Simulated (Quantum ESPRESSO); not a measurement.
# HfB in Quantum ESPRESSO: the effect of functional

Crystal: HfB.

```
CELL_PARAMETERS angstrom
0.00000 2.31000 2.31000
2.31000 0.00000 2.31000
2.31000 2.31000 0.00000
ATOMIC_POSITIONS crystal
Hf 0.50000 0.50000 0.50000
B 0.00000 0.00000 0.00000
```

Alike in all runs:

| Property | Result |
| --- | --- |
| Program | Quantum ESPRESSO 7.5 |
| Task | phonons |
| Cutoff | 612 eV |
| Density cutoff | 4898 eV |
| k mesh | 10 × 10 × 10 |
| Occupations | cold, width 0.2 eV |
| Spin | no spin polarisation |

Each run relaxes the cell or the atoms first.

One run gave: relaxed volume 14.15 Å³/atom; highest phonon frequency 451 cm⁻¹. Which functional did it use?
A. vdW-DF-cx
B. PBE
C. BLYP
D. LDA
E. RPBE

B.

```csv
functional,potentials or basis,relaxed volume (Å³/atom),highest phonon frequency (cm⁻¹)
LDA,GBRV 1.5 LDA,13.45,468
PBE,GBRV 1.5 PBE,14.15,451
PBEsol,GBRV 1.5 PBEsol,13.76,464
BLYP,GBRV 1.5 PBE,14.62,422
revPBE,GBRV 1.5 PBE,14.32,446
RPBE,GBRV 1.5 PBE,14.38,444
vdW-DF-cx,GBRV 1.5 PBE,13.75,467
```

Caveats: the potentials were made for another functional, which shifts forces and pressure (some runs); the volume moved by over 15 % at a fixed basis, so the end points are rough (some runs); before the sum rule the acoustic modes lie tens of cm⁻¹ from zero, a sign that the density grid also shifts the optical modes (some runs).
